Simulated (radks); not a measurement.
**Ru with its nuclear charge varied continuously**

What is the energy between the elements? 44 electrons are held in [Kr] 4d7 5s1 while Z is changed in small steps.

The numbers are computed with radks (a radial shooting solver on a logarithmic mesh, Libxc functionals) version 1 (scalar-relativistic Kohn-Sham, PBE, spin-polarised, spherical densities, finite nucleus; open shells are filled with parallel spins first), except any that are marked as measured or tabulated.

### Step 1. The atom as given

- element: ruthenium (Z = 44)
- charge: 0
- electrons: 44
- configuration: [Kr] 4d7 5s1
- nuclear rms radius: 4.4809 fm

Outer shells as boxes (Hund's rule):

Ru
```
[Kr] core
4d [↑↓][↑↓][↑ ][↑ ][↑ ]
5s [↑ ]
```

In the logs a row gives level, spin channel, occupation and eigenvalue; Etot, Ekin, Encl (electron-nucleus), Eh (Hartree) and Exc are energies, all in hartree; err is the last residual, it the number of iterations.

### Step 2. Z = 44

Settings of this run:

```text
Z 44
configuration [Kr] 4d7 5s1
relativity scalar-relativistic
functional pbe,pbe
spin polarised
nucleus finite rms 4.4809 fm
c 137.035999084
```

Standard output:

```text
1s      1   1.0000        -806.14989548
2s      1   1.0000        -115.90660313
2p      1   3.0000        -103.80658253
3s      1   1.0000         -20.40528660
3p      1   3.0000         -16.42939411
3d      1   5.0000         -10.03333914
4s      1   1.0000          -2.82924707
4p      1   3.0000          -1.73093316
4d      1   5.0000          -0.21922276
5s      1   1.0000          -0.17496306
1s      2   1.0000        -806.14947655
2s      2   1.0000        -115.89239245
2p      2   3.0000        -103.79582910
3s      2   1.0000         -20.39764169
3p      2   3.0000         -16.42073227
3d      2   5.0000         -10.02007186
4s      2   1.0000          -2.76182348
4p      2   3.0000          -1.65818876
4d      2   2.0000          -0.14106379
5s      2   0.0000          -0.11989845
Etot -4530.749628075811
Ekin 4685.066876007191
Encl -10929.820956912601
Eh 1847.4608831391054
Exc -133.45643030950708
err 5.585280805043689e-09
it 15
```

4d down is the highest filled level (-3.839 eV).

Sizes of the orbitals, from the radial functions (bohr):

| level | occupation | energy (eV) | <r> | outermost maximum (interpolated) | 90 % within | nodes |
| --- | --- | --- | --- | --- | --- | --- |
| 4s up | 1 | -76.988 | 1.020 | 0.915 | 1.48 | 3 |
| 4s down | 1 | -75.153 | 1.017 | 0.913 | 1.48 | 3 |
| 4p up | 3 | -47.101 | 1.130 | 0.984 | 1.68 | 2 |
| 4p down | 3 | -45.122 | 1.126 | 0.981 | 1.67 | 2 |
| 4d up | 5 | -5.965 | 1.689 | 1.22 | 2.77 | 1 |
| 5s up | 1 | -4.761 | 3.300 | 2.70 | 4.99 | 4 |
| 4d down | 2 | -3.839 | 1.728 | 1.21 | 2.88 | 1 |
| 5s down | 0 | -3.263 | 3.518 | 2.80 | 5.40 | 4 |

Radial density 4πr²ρ:

```
r (bohr)  4πr²ρ (e/bohr)
 0.00154           2.118
 0.00239           4.522
 0.00371           9.260
 0.00576           17.79
 0.00895           30.94
  0.0139           46.30
  0.0216           55.66
  0.0335           51.92
  0.0520           48.26
  0.0808           63.77
   0.125           65.68
   0.195           45.17
   0.302           54.13
   0.469           33.95
   0.729           13.41
    1.13           13.04
    1.76           5.124
    2.75           1.408
    4.27          0.3083
    6.63         0.02666
```

### Step 3. Z = 43.8

Settings, as their differences from step 2:

```diff
@@ -1,2 +1,2 @@
-Z 44
+Z 43.8
 configuration [Kr] 4d7 5s1
```

Standard output:

```text
1s      1   1.0000        -798.11693994
2s      1   1.0000        -114.49612636
2p      1   3.0000        -102.52063858
3s      1   1.0000         -20.03716097
3p      1   3.0000         -16.10273696
3d      1   5.0000          -9.76572093
4s      1   1.0000          -2.71470533
4p      1   3.0000          -1.63239534
4d      1   5.0000          -0.14952766
5s      1   1.0000          -0.12590826
1s      2   1.0000        -798.11658422
2s      2   1.0000        -114.48254109
2p      2   3.0000        -102.51037458
3s      2   1.0000         -20.02985798
3p      2   3.0000         -16.09446635
3d      2   5.0000          -9.75303549
4s      2   1.0000          -2.64935395
4p      2   3.0000          -1.56164585
4d      2   2.0000          -0.07360356
5s      2   0.0000          -0.07359143
Etot -4481.099587241759
Ekin 4632.340774322924
Encl -10811.769069566428
Eh 1830.8274333351196
Exc -132.4987253333748
err 6.328994370092456e-09
it 16
```

Energy against step 2 (Z = 44): +1351.0 eV. The top filled level is 4d down, -2.003 eV.

### Step 4. Z = 43.9

Settings, as their differences from step 3:

```diff
@@ -1,2 +1,2 @@
-Z 43.8
+Z 43.9
 configuration [Kr] 4d7 5s1
```

Standard output:

```text
1s      1   1.0000        -802.12713235
2s      1   1.0000        -115.19938125
2p      1   3.0000        -103.16177938
3s      1   1.0000         -20.22007121
3p      1   3.0000         -16.26495113
3d      1   5.0000          -9.89844084
4s      1   1.0000          -2.77108564
4p      1   3.0000          -1.68080138
4d      1   5.0000          -0.18358865
5s      1   1.0000          -0.14995149
1s      2   1.0000        -802.12674534
2s      2   1.0000        -115.18548769
2p      2   3.0000        -103.15127412
3s      2   1.0000         -20.21259955
3p      2   3.0000         -16.25648751
3d      2   5.0000          -9.88546838
4s      2   1.0000          -2.70471267
4p      2   3.0000          -1.60906898
4d      2   2.0000          -0.10654195
5s      2   0.0000          -0.09621980
Etot -4505.885327223566
Ekin 4658.658403709114
Encl -10870.730994515205
Eh 1839.1652816770875
Exc -132.9780180945626
err 6.341525783623698e-09
it 15
```

E − E(step 2, Z = 44) = +676.592 eV. 4d down is the highest filled level (-2.899 eV).

### Step 5. Z = 44.1

Settings, as their differences from step 4:

```diff
@@ -1,2 +1,2 @@
-Z 43.9
+Z 44.1
 configuration [Kr] 4d7 5s1
```

Standard output:

```text
1s      1   1.0000        -810.18514146
2s      1   1.0000        -116.61769579
2p      1   3.0000        -104.45495055
3s      1   1.0000         -20.59270778
3p      1   3.0000         -16.59596604
3d      1   5.0000         -10.17031554
4s      1   1.0000          -2.88908036
4p      1   3.0000          -1.78268164
4d      1   5.0000          -0.25633806
5s      1   1.0000          -0.20089041
1s      2   1.0000        -810.18469002
2s      2   1.0000        -116.60316132
2p      2   3.0000        -104.44394372
3s      2   1.0000         -20.58488621
3p      2   3.0000         -16.58710212
3d      2   5.0000         -10.15674766
4s      2   1.0000          -2.82058770
4p      2   3.0000          -1.70890735
4d      2   2.0000          -0.17708083
5s      2   0.0000          -0.14456280
Etot -4555.692434165148
Ekin 4711.566194881265
Encl -10989.04304489791
Eh 1855.7184552779315
Exc -133.9340394264356
err 4.491747425366806e-09
it 15
```

E − E(step 2, Z = 44) = -678.728 eV. Highest occupied level: 4d down at -4.819 eV.

### Step 6. Z = 44.2

Settings, as their differences from step 5:

```diff
@@ -1,2 +1,2 @@
-Z 44.1
+Z 44.2
 configuration [Kr] 4d7 5s1
```

Standard output:

```text
1s      1   1.0000        -814.23280275
2s      1   1.0000        -117.33258392
2p      1   3.0000        -105.10680677
3s      1   1.0000         -20.78225627
3p      1   3.0000         -16.76458801
3d      1   5.0000         -10.30929074
4s      1   1.0000          -2.95049918
4p      1   3.0000          -1.83596076
4d      1   5.0000          -0.29486241
5s      1   1.0000          -0.22769241
1s      2   1.0000        -814.23231826
2s      2   1.0000        -117.31772044
2p      2   3.0000        -105.09554240
3s      2   1.0000         -20.77425544
3p      2   3.0000         -16.75551903
3d      2   5.0000         -10.29541786
4s      2   1.0000          -2.88092590
4p      2   3.0000          -1.76114596
4d      2   2.0000          -0.21452260
5s      2   0.0000          -0.17016231
Etot -4580.713698474424
Ekin 4738.156376305113
Encl -11048.400494171776
Eh 1863.9413280005206
Exc -134.41090860828174
err 3.945170595333802e-09
it 15
```

Energy against step 2 (Z = 44): -1359.6 eV. Highest occupied level: 4d down at -5.837 eV.

### Step 7. Z = 44.3

Settings, as their differences from step 6:

```diff
@@ -1,2 +1,2 @@
-Z 44.2
+Z 44.3
 configuration [Kr] 4d7 5s1
```

Standard output:

```text
1s      1   1.0000        -818.29282500
2s      1   1.0000        -118.05120562
2p      1   3.0000        -105.76208787
3s      1   1.0000         -20.97386706
3p      1   3.0000         -16.93519455
3d      1   5.0000         -10.45019902
4s      1   1.0000          -3.01343201
4p      1   3.0000          -1.89069938
4d      1   5.0000          -0.33473641
5s      1   1.0000          -0.25533527
1s      2   1.0000        -818.29230697
2s      2   1.0000        -118.03600894
2p      2   3.0000        -105.75056259
3s      2   1.0000         -20.96568491
3p      2   3.0000         -16.92591819
3d      2   5.0000         -10.43601771
4s      2   1.0000          -2.94277133
4p      2   3.0000          -1.81483838
4d      2   2.0000          -0.25333023
5s      2   0.0000          -0.19665566
Etot -4605.81338099074
Ekin 4764.83744564244
Encl -11107.895993981316
Eh 1872.1322590939972
Exc -134.88709174586165
err 3.6496910402700084e-09
it 15
```

E − E(step 2, Z = 44) = -2042.6 eV. The top filled level is 4d down, -6.893 eV.

### Step 8. Z = 44.4

Settings, as their differences from step 7:

```diff
@@ -1,2 +1,2 @@
-Z 44.3
+Z 44.4
 configuration [Kr] 4d7 5s1
```

Standard output:

```text
1s      1   1.0000        -822.36516316
2s      1   1.0000        -118.77350847
2p      1   3.0000        -106.42073995
3s      1   1.0000         -21.16748466
3p      1   3.0000         -17.10772974
3d      1   5.0000         -10.59298419
4s      1   1.0000          -3.07781778
4p      1   3.0000          -1.94683684
4d      1   5.0000          -0.37590956
5s      1   1.0000          -0.28379034
1s      2   1.0000        -822.36461111
2s      2   1.0000        -118.75797515
2p      2   3.0000        -106.40895096
3s      2   1.0000         -21.15911955
3p      2   3.0000         -17.09824413
3d      2   5.0000         -10.57849175
4s      2   1.0000          -3.00606635
4p      2   3.0000          -1.86992749
4d      2   2.0000          -0.29345320
5s      2   0.0000          -0.22400799
Etot -4630.991447609685
Ekin 4791.609435805785
Encl -11167.531849869538
Eh 1880.2936025661793
Exc -135.3626361121112
err 3.4389867132921205e-09
it 15
```

E − E(step 2, Z = 44) = -2727.7 eV. The top filled level is 5s up, -7.722 eV.

### Step 9. Z = 44.5

Settings, as their differences from step 8:

```diff
@@ -1,2 +1,2 @@
-Z 44.4
+Z 44.5
 configuration [Kr] 4d7 5s1
```

Standard output:

```text
1s      1   1.0000        -826.44977915
2s      1   1.0000        -119.49944713
2p      1   3.0000        -107.08271614
3s      1   1.0000         -21.36306071
3p      1   3.0000         -17.28214479
3d      1   5.0000         -10.73759726
4s      1   1.0000          -3.14360332
4p      1   3.0000          -2.00432046
4d      1   5.0000          -0.41833799
5s      1   1.0000          -0.31303280
1s      2   1.0000        -826.44919265
2s      2   1.0000        -119.48357430
2p      2   3.0000        -107.07066109
3s      2   1.0000         -21.35451132
3p      2   3.0000         -17.27244843
3d      2   5.0000         -10.72279152
4s      2   1.0000          -3.07076028
4p      2   3.0000          -1.92636311
4d      2   2.0000          -0.33484732
5s      2   0.0000          -0.25218934
Etot -4656.247869335387
Ekin 4818.472386048323
Encl -11227.310080573825
Eh 1888.427409125471
Exc -135.83758393535538
err 3.2750910301562436e-09
it 15
```

E − E(step 2, Z = 44) = -3415.0 eV. The top filled level is 5s up, -8.518 eV.

### Step 10. Z = 44.6

Settings, as their differences from step 9:

```diff
@@ -1,2 +1,2 @@
-Z 44.5
+Z 44.6
 configuration [Kr] 4d7 5s1
```

Standard output:

```text
1s      1   1.0000        -830.54664043
2s      1   1.0000        -120.22898181
2p      1   3.0000        -107.74797513
3s      1   1.0000         -21.56055246
3p      1   3.0000         -17.45839653
3d      1   5.0000         -10.88399485
4s      1   1.0000          -3.21074164
4p      1   3.0000          -2.06310376
4d      1   5.0000          -0.46198305
5s      1   1.0000          -0.34304082
1s      2   1.0000        -830.54601906
2s      2   1.0000        -120.21276706
2p      2   3.0000        -107.73565201
3s      2   1.0000         -21.55181770
3p      2   3.0000         -17.44848821
3d      2   5.0000         -10.86887408
4s      2   1.0000          -3.13680802
4p      2   3.0000          -1.98410064
4d      2   2.0000          -0.37747338
5s      2   0.0000          -0.28117349
Etot -4681.582621670477
Ekin 4845.426341134362
Encl -11287.232480669838
Eh 1896.535491277167
Exc -136.31197341216816
err 3.122181639508124e-09
it 15
```

E − E(step 2, Z = 44) = -4104.4 eV. 5s up is the highest filled level (-9.335 eV).

### Step 11. Z = 44.7

Settings, as their differences from step 10:

```diff
@@ -1,2 +1,2 @@
-Z 44.6
+Z 44.7
 configuration [Kr] 4d7 5s1
```

Standard output:

```text
1s      1   1.0000        -834.65571892
2s      1   1.0000        -120.96207726
2p      1   3.0000        -108.41648008
3s      1   1.0000         -21.75992173
3p      1   3.0000         -17.63644636
3d      1   5.0000         -11.03213816
4s      1   1.0000          -3.27919079
4p      1   3.0000          -2.12314535
4d      1   5.0000          -0.50681025
5s      1   1.0000          -0.37379497
1s      2   1.0000        -834.65506230
2s      2   1.0000        -120.94551852
2p      2   3.0000        -108.40388716
3s      2   1.0000         -21.75100072
3p      2   3.0000         -17.62632508
3d      2   5.0000         -11.01670098
4s      2   1.0000          -3.20416907
4p      2   3.0000          -2.04310008
4d      2   2.0000          -0.42129630
5s      2   0.0000          -0.31093731
Etot -4706.99568412281
Ekin 4872.471350675938
Encl -11347.300663620139
Eh 1904.6194682241485
Exc -136.7858394027582
err 2.8732469043044076e-09
it 15
```

E − E(step 2, Z = 44) = -4795.9 eV. Highest occupied level: 5s up at -10.171 eV.

### Step 12. Z = 44.8

Settings, as their differences from step 11:

```diff
@@ -1,2 +1,2 @@
-Z 44.7
+Z 44.8
 configuration [Kr] 4d7 5s1
```

Standard output:

```text
1s      1   1.0000        -838.77699026
2s      1   1.0000        -121.69870193
2p      1   3.0000        -109.08819789
3s      1   1.0000         -21.96113413
3p      1   3.0000         -17.81625946
3d      1   5.0000         -11.18199222
4s      1   1.0000          -3.34891302
4p      1   3.0000          -2.18440804
4d      1   5.0000          -0.55278856
5s      1   1.0000          -0.40527781
1s      2   1.0000        -838.77629803
2s      2   1.0000        -121.68179744
2p      2   3.0000        -109.07533366
3s      2   1.0000         -21.95202614
3p      2   3.0000         -17.80592441
3d      2   5.0000         -11.16623750
4s      2   1.0000          -3.27280677
4p      2   3.0000          -2.10332526
4d      2   2.0000          -0.46628439
5s      2   0.0000          -0.34146011
Etot -4732.487039802182
Ekin 4899.607468635015
Encl -11407.516092945454
Eh 1912.6807984440031
Exc -137.25921393574572
err 2.8390861667249186e-09
it 15
```

E − E(step 2, Z = 44) = -5489.6 eV. Highest occupied level: 5s up at -11.028 eV.

### Step 13. Z = 44.9

Settings, as their differences from step 12:

```diff
@@ -1,2 +1,2 @@
-Z 44.8
+Z 44.9
 configuration [Kr] 4d7 5s1
```

Standard output:

```text
1s      1   1.0000        -842.91043328
2s      1   1.0000        -122.43882748
2p      1   3.0000        -109.76309861
3s      1   1.0000         -22.16415849
3p      1   3.0000         -17.99780426
3d      1   5.0000         -11.33352525
4s      1   1.0000          -3.41987414
4p      1   3.0000          -2.24685823
4d      1   5.0000          -0.59988987
5s      1   1.0000          -0.43747355
1s      2   1.0000        -842.90970509
2s      2   1.0000        -122.42157571
2p      2   3.0000        -109.74996174
3s      2   1.0000         -22.15486294
3p      2   3.0000         -17.98725479
3d      2   5.0000         -11.31745210
4s      2   1.0000          -3.34268776
4p      2   3.0000          -2.16474334
4d      2   2.0000          -0.51240887
5s      2   0.0000          -0.37272332
Etot -4758.056675080124
Ekin 4926.83475288798
Encl -11467.880105581953
Eh 1920.720804201774
Exc -137.7321265879246
err 2.7367414924952073e-09
it 15
```

Energy against step 2 (Z = 44): -6185.3 eV. 5s up is the highest filled level (-11.904 eV).

### Step 14. Z = 45

Settings, as their differences from step 13:

```diff
@@ -1,2 +1,2 @@
-Z 44.9
+Z 45
 configuration [Kr] 4d7 5s1
```

Standard output:

```text
1s      1   1.0000        -847.05602950
2s      1   1.0000        -123.18242830
2p      1   3.0000        -110.44115501
3s      1   1.0000         -22.36896641
3p      1   3.0000         -18.18105193
3d      1   5.0000         -11.48670826
4s      1   1.0000          -3.49204300
4p      1   3.0000          -2.31046535
4d      1   5.0000          -0.64808858
5s      1   1.0000          -0.47036783
1s      2   1.0000        -847.05526502
2s      2   1.0000        -123.16482790
2p      2   3.0000        -110.42774432
3s      2   1.0000         -22.35948281
3p      2   3.0000         -18.17028751
3d      2   5.0000         -11.47031599
4s      2   1.0000          -3.41378157
4p      2   3.0000          -2.22732434
4d      2   2.0000          -0.55964348
5s      2   0.0000          -0.40471013
Etot -4783.70457930413
Ekin 4954.153264930853
Encl -11528.393930102797
Eh 1928.7406906505687
Exc -138.20460478275436
err 2.7903298415634362e-09
it 15
```

E − E(step 2, Z = 44) = -6883.3 eV. 5s up is the highest filled level (-12.799 eV).

### Step 15. What came out

```csv
Z,E (hartree),E(electron-nucleus)/Z (hartree),highest level,its energy (eV),<r> (bohr)
43.8,-4481.09959,-246.844,4d down,-2.003,1.802
43.9,-4505.88533,-247.625,4d down,-2.899,1.763
44,-4530.74963,-248.405,4d down,-3.839,1.728
44.1,-4555.69243,-249.185,4d down,-4.819,1.695
44.2,-4580.71370,-249.964,4d down,-5.837,1.666
44.3,-4605.81338,-250.743,4d down,-6.893,1.638
44.4,-4630.99145,-251.521,5s up,-7.722,3.075
44.5,-4656.24787,-252.299,5s up,-8.518,3.026
44.6,-4681.58262,-253.077,5s up,-9.335,2.979
44.7,-4706.99568,-253.855,5s up,-10.171,2.934
44.8,-4732.48704,-254.632,5s up,-11.028,2.892
44.9,-4758.05668,-255.409,5s up,-11.904,2.851
45,-4783.70458,-256.187,5s up,-12.799,2.812
```

**Reading.** At Z = 44 the central difference of E is -249.036 hartree, against -248.405 from the Hellmann-Feynman theorem; the scalar-relativistic energy here is not variational, so the two differ by a part that grows with Z. The top level goes from -2.003 eV at Z = 43.8 to -12.799 eV at Z = 45. Between Z = 44.3 and 44.4 the top level changes from 4d down to 5s up, so the curve of the top level has a kink there, while E(Z) stays smooth.
